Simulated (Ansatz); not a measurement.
# Mg3Te (I4/mmm) in Ansatz: a series of runs

The runs below take Mg3Te through relaxation of cell and atoms, with PBEsol.

Program: Ansatz 0.2.0. These are calculated values, not measurements. Logs are shortened: lines on timing, memory, paths and dates and some standing lists are left out, and cuts for length are marked.

## (1) The structure

Symmetry: I4/mmm, No. 139, tetragonal system. The conventional cell has a = 4.279 Å, b = 4.279 Å, c = 10.565 Å, α = 90.00°, β = 90.00°, γ = 90.00°. Te (site symmetry 4/mmm) has 12 Mg at 3.03 to 3.40 Å as nearest neighbours. Mg (site symmetry -4m2) is surrounded by 8 Mg at 3.03 to 3.40 Å and 4 Te at 3.40 Å. Mg (site symmetry 4/mmm) is surrounded by 4 Te at 3.03 Å and 8 Mg at 3.40 Å.

The cell comes from a database or a generator and needn't be the stable form of this composition.

## (2) Relaxation of cell and atoms, PBEsol

input.yaml reads:

```yaml
crystal:
  lattice:
    - [-2.13936, 2.13936, 5.282488]
    - [2.13936, -2.13936, 5.282488]
    - [2.13936, 2.13936, -5.282488]
  atoms:
    - { symbol: Te, position: [0.0, 0.0, 0.0] }
    - { symbol: Mg, position: [0.25, 0.75, 0.5] }
    - { symbol: Mg, position: [0.75, 0.25, 0.5] }
    - { symbol: Mg, position: [0.5, 0.5, 0.0] }
hamiltonian:
  xc: pbesol
  pseudopotentials: { kind: paw }
kpoints:
  mp_grid: { grid: [9, 9, 9] }
scf:
  occupations: { method: fermi_dirac, width: 0.05 }
output:
  forces: true
  stress: true
  eigenvalues: true
  write_density: true
  write_potential: true
  elf: true
  volumetric_format: npy
relax:
  f_tol: 0.01
  max_steps: 40
  cell: { stress_tol: 0.05 }
```

Potentials or basis: Ansatz PAW.

Run with:

```bash
$ ansatz run input.yaml --threads 2 --pin off --max-ram 5632MiB --backend cpu --events-out ev --progress --plain --runs-dir out
```

Log:

```text
Warning: RAYON_NUM_THREADS=2 ignored (pool sized by the plan → 2); use --threads N
Engine: ansatz 0.2.0, x86_64-unknown-linux-gnu
Pseudopotentials: kind: paw
Pseudopotential: Te, paw, valence charge 16, recommended cutoff 420 eV (normal), Te.paw.azcp
Pseudopotential: Mg, paw, valence charge 10, recommended cutoff 420 eV (normal), Mg.paw.azcp
Functional definition: PBEsol
  exchange = pbesol_x
  correlation = pbesol_c
Crystal: 4 atoms, lattice volume = 96.709 Å³
Basis set: ecut = 420 eV, 1897 PW (Γ), exchange–correlation on 90×90×90 points (8 copies of the dense FFT grid, shifted against one another)
Bands: 28, of which v1, the nominal top of the filled ones, is band 23 counted from 1 (22 counted from 0)
Symmetry: 16 space group operations
Space group: I4/mmm (ITA 139), of the structure as read, at distance tolerance 4.6e-5 Å
k-points: 75 of 729
Non-local potential: Te, projectors of the file, l = 0: 2, l = 1: 2, l = 2: 2, l = 3: 2
Non-local potential: Mg, projectors of the file, l = 0: 3, l = 1: 2, l = 2: 1
PAW form: soft (Blöchl's): semilocal exchange-correlation on the pseudo side does not see the compensation charge
PAW frozen core: Te, regenerated for the run's functional, and the local potential with it (the file was generated under x = pbe(κ = 0.804, μ = 0.2195149727645171), c = pbe(β = 0.06672455060314922))
PAW frozen core: Mg, regenerated for the run's functional, and the local potential with it (the file was generated under x = pbe(κ = 0.804, μ = 0.2195149727645171), c = pbe(β = 0.06672455060314922))
PAW one-centre angular grid: Te, 590 points (default); XC on 64 Gauss nodes
PAW one-centre angular grid: Mg, 110 points (default); XC on 64 Gauss nodes
Initial density: superposition of atomic densities (neutral atoms: chi_scale 0, normalization atom), corrected by the library's trained network
Initial wavefunctions: pseudopotential atomic-orbital guess
Functional: x = pbesol(κ = 0.804, μ = 0.12345679012345678), c = pbesol(β = 0.046)
SCF iter   1: F=—  HF=-12638.390663 eV  |F-HF|=—  |Δ(HF+E_count)|=         —  Δρ=2.68e-3  dr2=8.70e-3  ethr=1.77e-3  ⟨swp⟩=6.7  Hψ=9794  notcnv=0
preconditioner: auto → Kerker (q_TF=auto, 2.410 Å⁻¹)  [metal: Δε(μ)=0.008 eV  Ē_g=7.126 eV  σ=0.050 eV  W_gap=0.04  n_scr=32 (ndim 8)  ℏωp=13.1 eV  f_vac=0.000  D(μ)=2.47/eV (n_scr^D=14)]
SCF iter   2: F=—  HF=-12638.386293 eV  |F-HF|=—  |Δ(HF+E_count)|=   4.37e-3  Δρ=1.50e-3  dr2=3.60e-3  ethr=1.89e-5  ⟨swp⟩=2.2  Hψ=3729  notcnv=0  defer=1
SCF iter   3: F=—  HF=-12638.385165 eV  |F-HF|=—  |Δ(HF+E_count)|=   1.13e-3  Δρ=4.12e-4  dr2=4.30e-4  ethr=7.83e-6  ⟨swp⟩=2.0  Hψ=2832  notcnv=0  defer=1
SCF iter   4: F=—  HF=-12638.385054 eV  |F-HF|=—  |Δ(HF+E_count)|=   1.11e-4  Δρ=1.71e-4  dr2=6.19e-5  ethr=9.35e-7  ⟨swp⟩=2.0  Hψ=2925  notcnv=0  defer=1
SCF iter   5: F=—  HF=-12638.385021 eV  |F-HF|=—  |Δ(HF+E_count)|=   3.29e-5  Δρ=6.85e-5  dr2=8.43e-6  ethr=1.35e-7  ⟨swp⟩=2.0  Hψ=2902  notcnv=0  defer=1
SCF iter   6: F=—  HF=-12638.385018 eV  |F-HF|=—  |Δ(HF+E_count)|=   2.51e-6  Δρ=1.04e-5  dr2=1.44e-7  ethr=1.83e-8  ⟨swp⟩=2.0  Hψ=2552  notcnv=0  defer=1
SCF iter   7: F=-12638.385018 eV  HF=-12638.385018 eV  |F-HF|=1.76e-8  |Δ(HF+E_count)|=   4.91e-8  Δρ=4.17e-6  dr2=1.69e-8  ethr=2.17e-10  ⟨swp⟩=11.3  Hψ=15955  notcnv=0
SCF 1 converged in 7 iterations: F = -12638.385018 eV  dr2 = 1.69e-8
relax step   1: F+E_penalty+E_count = -12638.38501833 eV  Δ(F+E_penalty+E_count) = +0.000e0 eV  max|allowed force component| = 1.388e-17 eV/Å  Δτ_max = 0.0000 Å  P = -1.044 GPa  Ω = 96.709 Å³  (7 SCF iters, dr2 threshold 1.00e-7 eV, accepted)
Crystal: 4 atoms, lattice volume = 94.164 Å³
Basis set: ecut = 420 eV, 1809 PW (Γ), exchange–correlation on 90×90×90 points (8 copies of the dense FFT grid, shifted against one another)
Initial density: handed on by an earlier stage of this run
Initial wavefunctions: those handed on with the density
iter 1 solved again at ethr=1.13e-5 eV; its pass at ethr=3.10e-3 eV (dr2=5.19e-3 eV) is discarded
SCF iter   1: F=—  HF=-12638.396404 eV  |F-HF|=—  |Δ(HF+E_count)|=         —  Δρ=1.22e-3  dr2=5.31e-3  ethr=1.13e-5  ⟨swp⟩=2.0  Hψ=11040  notcnv=0
preconditioner: auto → Kerker (q_TF=auto, 2.421 Å⁻¹)  [metal: Δε(μ)=0.011 eV  Ē_g=7.198 eV  σ=0.050 eV  W_gap=0.05  n_scr=32 (ndim 8)  ℏωp=13.3 eV  f_vac=0.000  D(μ)=2.37/eV (n_scr^D=14)]
SCF iter   2: F=—  HF=-12638.395343 eV  |F-HF|=—  |Δ(HF+E_count)|=   1.06e-3  Δρ=7.36e-4  dr2=2.10e-3  ethr=1.13e-5  ⟨swp⟩=1.1  Hψ=2109  notcnv=0
SCF iter   3: F=—  HF=-12638.394718 eV  |F-HF|=—  |Δ(HF+E_count)|=   6.26e-4  Δρ=2.10e-4  dr2=1.13e-4  ethr=4.57e-6  ⟨swp⟩=2.0  Hψ=2492  notcnv=0
SCF iter   4: F=—  HF=-12638.394677 eV  |F-HF|=—  |Δ(HF+E_count)|=   4.10e-5  Δρ=8.98e-5  dr2=1.60e-5  ethr=2.46e-7  ⟨swp⟩=2.0  Hψ=2483  notcnv=0
SCF iter   5: F=-12638.394671 eV  HF=-12638.394672 eV  |F-HF|=2.37e-7  |Δ(HF+E_count)|=   5.03e-6  Δρ=1.63e-5  dr2=3.73e-7  ethr=8.70e-10  ⟨swp⟩=10.7  Hψ=17284  notcnv=0
[... 8 lines left out ...]
SCF iter   3: F=—  HF=-12638.395978 eV  |F-HF|=—  |Δ(HF+E_count)|=   5.98e-5  Δρ=7.01e-5  dr2=9.00e-6  ethr=3.48e-7  ⟨swp⟩=2.0  Hψ=2572  notcnv=0
SCF iter   4: F=—  HF=-12638.395975 eV  |F-HF|=—  |Δ(HF+E_count)|=   3.25e-6  Δρ=2.81e-5  dr2=1.10e-6  ethr=1.96e-8  ⟨swp⟩=2.0  Hψ=2929  notcnv=0
[... 10 lines left out ...]
SCF iter   4: F=—  HF=-12638.397816 eV  |F-HF|=—  |Δ(HF+E_count)|=   1.71e-5  Δρ=5.08e-5  dr2=4.83e-6  ethr=6.98e-8  ⟨swp⟩=2.0  Hψ=2803  notcnv=0
SCF iter   5: F=-12638.397814 eV  HF=-12638.397814 eV  |F-HF|=3.94e-8  |Δ(HF+E_count)|=   1.49e-6  Δρ=9.29e-6  dr2=8.61e-8  ethr=2.79e-10  ⟨swp⟩=9.9  Hψ=16430  notcnv=0
SCF 4 converged in 5 iterations: F = -12638.397814 eV  dr2 = 8.61e-8
relax step   4: F+E_penalty+E_count = -12638.39781435 eV  Δ(F+E_penalty+E_count) = -1.840e-3 eV  max|allowed force component| = 1.735e-17 eV/Å  Δτ_max = 0.0000 Å  P = +0.059 GPa  Ω = 93.353 Å³  energy of the carried Pulay correction = +2.609e-4 eV  (5 SCF iters, dr2 threshold 1.29e-7 eV, accepted)
Crystal: 4 atoms, lattice volume = 93.537 Å³
iter 1 solved again at ethr=3.14e-7 eV; its pass at ethr=3.10e-3 eV (dr2=1.45e-4 eV) is discarded
SCF iter   1: F=—  HF=-12638.398114 eV  |F-HF|=—  |Δ(HF+E_count)|=         —  Δρ=2.39e-4  dr2=1.34e-4  ethr=3.14e-7  ⟨swp⟩=3.0  Hψ=10850  notcnv=0
preconditioner: auto → Kerker (q_TF=auto, 2.424 Å⁻¹)  [metal: Δε(μ)=0.011 eV  Ē_g=7.242 eV  σ=0.050 eV  W_gap=0.06  n_scr=30 (ndim 8)  ℏωp=13.3 eV  f_vac=0.000  D(μ)=2.16/eV (n_scr^D=10)]
SCF iter   2: F=—  HF=-12638.398091 eV  |F-HF|=—  |Δ(HF+E_count)|=   2.29e-5  Δρ=1.50e-4  dr2=5.36e-5  ethr=2.92e-7  ⟨swp⟩=1.1  Hψ=2112  notcnv=0
SCF iter   3: F=—  HF=-12638.398065 eV  |F-HF|=—  |Δ(HF+E_count)|=   2.66e-5  Δρ=3.91e-5  dr2=2.62e-6  ethr=1.16e-7  ⟨swp⟩=2.0  Hψ=2546  notcnv=0
SCF iter   4: F=—  HF=-12638.398064 eV  |F-HF|=—  |Δ(HF+E_count)|=   9.37e-7  Δρ=1.53e-5  dr2=3.68e-7  ethr=5.70e-9  ⟨swp⟩=2.0  Hψ=2928  notcnv=0
SCF iter   5: F=-12638.398064 eV  HF=-12638.398064 eV  |F-HF|=4.60e-9  |Δ(HF+E_count)|=   1.16e-7  Δρ=3.15e-6  dr2=1.04e-8  ethr=1.64e-10  ⟨swp⟩=10.3  Hψ=15064  notcnv=0
SCF 5 converged in 5 iterations: F = -12638.398064 eV  dr2 = 1.04e-8
relax step   5: F+E_penalty+E_count = -12638.39806387 eV  Δ(F+E_penalty+E_count) = -2.495e-4 eV  max|allowed force component| = 1.388e-17 eV/Å  Δτ_max = 0.0000 Å  P = +0.007 GPa  Ω = 93.537 Å³  energy of the carried Pulay correction = +2.451e-4 eV  (5 SCF iters, dr2 threshold 7.56e-8 eV, accepted)
Basis set: ecut = 420 eV, 1793 PW (Γ), exchange–correlation on 80×80×80 points (8 copies of the dense FFT grid, shifted against one another)
Initial wavefunctions: pseudopotential atomic-orbital guess (no wavefunctions were taken with the density)
iter 1 solved again at ethr=5.09e-8 eV; its pass at ethr=3.10e-3 eV (dr2=2.34e-5 eV) is discarded
SCF iter   1: F=—  HF=-12638.397821 eV  |F-HF|=—  |Δ(HF+E_count)|=         —  Δρ=2.41e-5  dr2=8.65e-8  ethr=5.09e-8  ⟨swp⟩=4.0  Hψ=15443  notcnv=0
preconditioner: auto → Kerker (q_TF=auto, 2.424 Å⁻¹)  [metal: Δε(μ)=0.008 eV  Ē_g=7.240 eV  σ=0.050 eV  W_gap=0.04  n_scr=30 (ndim 8)  ℏωp=13.3 eV  f_vac=0.000  D(μ)=2.16/eV (n_scr^D=10)]
SCF iter   2: F=—  HF=-12638.397828 eV  |F-HF|=—  |Δ(HF+E_count)|=   6.47e-6  Δρ=1.20e-5  dr2=3.14e-8  ethr=1.88e-10  ⟨swp⟩=2.8  Hψ=3862  notcnv=0
SCF iter   3: F=—  HF=-12638.397828 eV  |F-HF|=—  |Δ(HF+E_count)|=   1.97e-8  Δρ=3.98e-6  dr2=5.05e-9  ethr=6.83e-11  ⟨swp⟩=2.1  Hψ=2519  notcnv=0
SCF iter   4: F=—  HF=-12638.397828 eV  |F-HF|=—  |Δ(HF+E_count)|=   1.18e-9  Δρ=4.86e-7  dr2=2.64e-10  ethr=1.10e-11  ⟨swp⟩=2.0  Hψ=2664  notcnv=0
SCF iter   5: F=—  HF=-12638.397828 eV  |F-HF|=—  |Δ(HF+E_count)|=  6.37e-11  Δρ=1.67e-7  dr2=4.69e-11  ethr=1.00e-12  ⟨swp⟩=7.3  Hψ=11064  notcnv=0
SCF iter   6: F=-12638.397828 eV  HF=-12638.397828 eV  |F-HF|=0.00e0  |Δ(HF+E_count)|=  1.64e-11  Δρ=5.15e-8  dr2=3.55e-12  ethr=1.00e-12  ⟨swp⟩=6.0  Hψ=8776  notcnv=0
SCF 6 converged in 6 iterations: F = -12638.397828 eV  dr2 = 3.55e-12
relax step   6: F+E_penalty+E_count = -12638.39782798 eV  Δ(F+E_penalty+E_count) = +2.359e-4 eV  max|allowed force component| = 2.776e-17 eV/Å  Δτ_max = 0.0000 Å  P = +0.006 GPa  Ω = 93.537 Å³  stress off target by 1.52e-2 GPa  SCF on the basis re-selected at this cell (its energy is not comparable with the rows above)  (6 SCF iters)
basis re-selected at this cell: Δ(F+E_penalty+E_count) = +2.359e-4 eV, ΔP = -0.000 GPa vs the last step (what re-selecting the basis moved, of the pressure what is left beyond the Pulay correction that the steps carried, after the strain that the cell walked since its last selection, with what the two solves' SCF thresholds leave and, on support functions, any second-order correction that the steps lacked; it is no measure of the basis error at this ecutwfc). The dense FFT grid was sized anew with the basis: this SCF ran on 40×40×40 points, the steps before it on 45×45×45, so part of this shift can come from that change (see relax.cell in the input reference). This SCF's stress stands 1.52e-2 GPa from its target on what of the cell is left free (relax.cell.stress_tol is 5.00e-2 GPa) and its largest allowed force component is 2.78e-17 eV/Å (relax.f_tol is 1.00e-2 eV/Å): within both
SCF converged after 6 iterations
Free energy (F): -12638.397828 eV
Harris-Foulkes:  -12638.397828 eV  (|F-HF|=0.00e0)
Internal energy: -12638.380556 eV  (E = F + TS)
E sigma→0 (E₀):  -12638.389192 eV
Entropy (-TS):   -0.017272 eV (-4.318 meV/atom)
Fermi energy:    8.004247 eV
--- Per-component energies (eV) ---
  E_band       = -1292.845046
  E_kinetic    = 407.537634
  E_local      = -5899.247215  (includes V_loc(G=0)·N_el)
  E_nonlocal   = -18.220194
  E_hartree    = 2447.814221
  E_xc         = -209.055093
  E_vxc        = -215.317867  (∫ρ·V_xc dr)
  E_paw        = -5429.690690  (= ΣΔE_a)
  E_vpaw       = -463.225613  (= ΣTr[D̂ρ^β])
  E_aug_tail   = -0.000201  (compensation charges beyond the density's cutoff)
  E_ewald      = -3938.070419
  E_core_change = 0.551402  (= ΣΔE_core)
  E_smearing   = -0.017272  (= −TS)
  E_closure    = -0.000000  (closes the sum)
  Σ components = -12638.397828   (vs F -12638.397828, Δ=0.00e0)
--- Forces (eV/Å), atoms counted from 1 ---
  atom   1  Te    -0.00000000     0.00000000    -0.00000000
  atom   2  Mg     0.00000000     0.00000000     0.00000000
  atom   3  Mg    -0.00000000     0.00000000    -0.00000000
  atom   4  Mg     0.00000000    -0.00000000    -0.00000000
  max |Σ_I F_I| component: 6.94e-18 eV/Å
--- Stress (GPa, compression-positive) ---
        0.001945      -0.000000       0.000000
       -0.000000       0.001945       0.000000
        0.000000       0.000000       0.015193
  P = ⅓ Tr σ = 0.0064 GPa (0.064 kbar)
--- Band table (eV; the first three rows and the last of 75) ---
  k-point 0: bands = ["-68.2038", "-68.0151", "-68.0109", "-35.1624", "-35.1624", "-35.1139", "-34.9699", "-34.9647", "-34.9641", "-34.9641", "-34.9370", "-34.9370", "-29.3670", "-29.3628", "-29.3559", "-29.3528", "-29.3528", "-4.4445", "3.7380", "3.7601", "5.2323", "5.2323", "8.3074", "9.0945", "9.4379", "9.4379", "9.5734", "11.4943"]
  k-point 1: bands = ["-68.2038", "-68.0148", "-68.0112", "-35.1625", "-35.1624", "-35.1139", "-34.9696", "-34.9650", "-34.9645", "-34.9607", "-34.9406", "-34.9367", "-29.3670", "-29.3625", "-29.3558", "-29.3528", "-29.3528", "-4.3460", "3.4588", "3.8436", "4.8095", "5.3082", "7.8995", "8.6306", "9.0900", "10.3144", "11.0293", "11.8495"]
  k-point 2: bands = ["-68.2038", "-68.0142", "-68.0118", "-35.1626", "-35.1626", "-35.1138", "-34.9689", "-34.9658", "-34.9653", "-34.9519", "-34.9495", "-34.9360", "-29.3672", "-29.3617", "-29.3555", "-29.3530", "-29.3529", "-4.0876", "2.9000", "4.0482", "4.0818", "5.7402", "7.0970", "7.5714", "9.2595", "11.0416", "11.9469", "12.6889"]
  k-point 74: bands = ["-68.2038", "-68.0149", "-68.0111", "-35.1625", "-35.1624", "-35.1135", "-34.9702", "-34.9649", "-34.9633", "-34.9632", "-34.9379", "-34.9378", "-29.3670", "-29.3626", "-29.3558", "-29.3529", "-29.3528", "-4.2498", "1.4938", "4.2405", "5.0496", "6.9903", "8.5425", "9.2998", "10.4953", "11.2993", "12.1306", "12.1586"]
--- Relaxed structure (5 steps of the walk, 5 accepted, 1 SCFs on fresh bases) ---
  F+E_penalty+E_count = -12638.39782798 eV   max|allowed force component| = 2.776e-17 eV/Å   (the final SCF, on the basis selected at the relaxed cell)
  cell:  # Å, volume = 93.5367 Å³
    - [-2.1401406715874867, 2.1401406715874867, 5.105491789538112]
    - [2.1401406715874867, -2.1401406715874867, 5.105491789538112]
    - [2.1401406715874867, 2.1401406715874867, -5.105491789538112]
  atoms:
    - { symbol: Te, position: [8.7984558451234e-36, 3.148019561867438e-35, 4.4835997226786824e-35] }
    - { symbol: Mg, position: [0.25, 0.75, 0.49999999999999994] }
    - { symbol: Mg, position: [0.75, 0.25, 0.49999999999999994] }
    - { symbol: Mg, position: [0.5, 0.5, 6.376278560356407e-35] }
```

Wall time 32 s (2 threads of Intel Xeon Platinum 8259CL at 2.50GHz (Skylake/Cascade Lake), shared host); peak memory 0.58 GiB.

Results:

```yaml
Free_energy: -12638.3978 eV
Relaxed_volume: 23.38 Å³/atom
Relaxed_cell: a = 5.935 Å, b = 5.935 Å, c = 5.935 Å, α = 137.73°, β = 137.73°, γ = 61.32°
Space_group_after_relaxing_to_0.05_Å: I4/mmm (No. 139)
Energy_gained_by_relaxing: 3.2 meV/atom
Ionic_steps: 6
Pressure_after_relaxing: 0.0 GPa
Band_gap_on_the_k_mesh: none (metal or under the smearing width)
```

Step by step:
```csv
step,energy change (eV),largest force (eV/Å),volume (Å³)
1,0.0000,0.0000,96.71
2,-0.0097,0.0000,94.16
3,-0.0110,0.0000,93.75
4,-0.0128,0.0000,93.35
5,-0.0130,0.0000,93.54
6,-0.0128,0.0000,93.54
```

Final structure:
```xyz
4
Lattice="-2.1401 2.1401 5.1055 2.1401 -2.1401 5.1055 2.1401 2.1401 -5.1055" Properties=species:S:1:pos:R:3 pbc="T T T"
Te    0.0000    0.0000    0.0000
Mg    2.1401    0.0000    2.5527
Mg    0.0000    2.1401    2.5527
Mg    0.0000    0.0000    5.1055
```

Caveat: the plane-wave basis is chosen anew once the cell has moved, so the energies of steps on either side of that aren't comparable; the PAW data sets come from PBE, with cores solved anew for the run's functional, which leaves a small shift of forces and pressure. Spin-orbit coupling is left out, which matters for the levels of Te.

[end of part 1 of 2]
